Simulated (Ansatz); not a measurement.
Predict the output of the script below (the Python package of Ansatz (0.2.0)).

Script `disp_yb2mnse4.py`:
```python
"""D3 and D4 dispersion energy of Yb2MnSe4, with no SCF."""

import ansatz as az
import numpy as np

VECTORS = np.array([
    [0.0, 5.73728, 5.73728],
    [5.73728, 0.0, 5.73728],
    [5.73728, 5.73728, 0.0],
])
SITES = [
    ("Yb", [0.625, 0.625, 0.625], 0.0),
    ("Yb", [0.625, 0.625, 0.125], 0.0),
    ("Yb", [0.625, 0.125, 0.625], 0.0),
    ("Yb", [0.125, 0.625, 0.625], 0.0),
    ("Mn", [0.0, 0.0, 0.0], 4),
    ("Mn", [0.25, 0.25, 0.25], 4),
    ("Se", [0.89064, 0.36979, 0.36979], 0.0),
    ("Se", [0.88021, 0.88021, 0.88021], 0.0),
    ("Se", [0.35936, 0.88021, 0.88021], 0.0),
    ("Se", [0.36979, 0.36979, 0.89064], 0.0),
    ("Se", [0.36979, 0.36979, 0.36979], 0.0),
    ("Se", [0.88021, 0.35936, 0.88021], 0.0),
    ("Se", [0.88021, 0.88021, 0.35936], 0.0),
    ("Se", [0.36979, 0.89064, 0.36979], 0.0),
]


def make_crystal(cell):
    crystal = az.Crystal(lattice=az.Lattice.of(cell))
    for symbol, position, moment in SITES:
        crystal = crystal.atom(symbol, position, moment=moment or None)
    return crystal

atoms = [(site[0], site[1]) for site in SITES]
print("dispersion energy and pressure at linear scale factors", (0.98, 1.0, 1.02))
for functional in (az.Functional.R2SCAN, az.Functional.PBE):
    for method in ("d3bj", "d4"):
        damping = az.dispersion_damping(method=method, xc=functional)
        line = []
        for scale in (0.98, 1.0, 1.02):
            term = az.pairwise_dispersion(vectors=(VECTORS * scale).tolist(), atoms=atoms, damping=damping, periodic=(True, True, True))
            line.append(f"{term.energy_ev / len(atoms):.4f} eV/atom, {np.trace(term.stress_gpa) / 3:.2f} GPa")
        print(functional.value, method, "|", " | ".join(line))
print("charges of the D4 model in the last cell:", np.round(term.partial_charges_e, 3))
```

```console
$ python disp_yb2mnse4.py
dispersion energy and pressure at linear scale factors (0.98, 1.0, 1.02)
disp_yb2mnse4.py:39: DeckWarning: the engine holds no damping parameters fitted to this dispersion correction and functional, so the run takes those fitted to r2scan beside the three-body term, which d3bj leaves out (hamiltonian.dispersion, under Limitations)
  damping = az.dispersion_damping(method=method, xc=functional)
r2scan d3bj | -0.1752 eV/atom, -1.12 GPa | -0.1648 eV/atom, -0.99 GPa | -0.1552 eV/atom, -0.88 GPa
r2scan d4 | -0.1178 eV/atom, -0.69 GPa | -0.1114 eV/atom, -0.62 GPa | -0.1054 eV/atom, -0.55 GPa
pbe d3bj | -0.3697 eV/atom, -2.52 GPa | -0.3462 eV/atom, -2.25 GPa | -0.3243 eV/atom, -2.00 GPa
pbe d4 | -0.3418 eV/atom, -2.27 GPa | -0.3205 eV/atom, -2.04 GPa | -0.3005 eV/atom, -1.83 GPa
charges of the D4 model in the last cell: [ 0.831  0.831  0.831  0.831  0.485  0.485 -0.537 -0.537 -0.537 -0.537
 -0.537 -0.537 -0.537 -0.537]
```

The structure comes from a database and needn't be a stable phase.
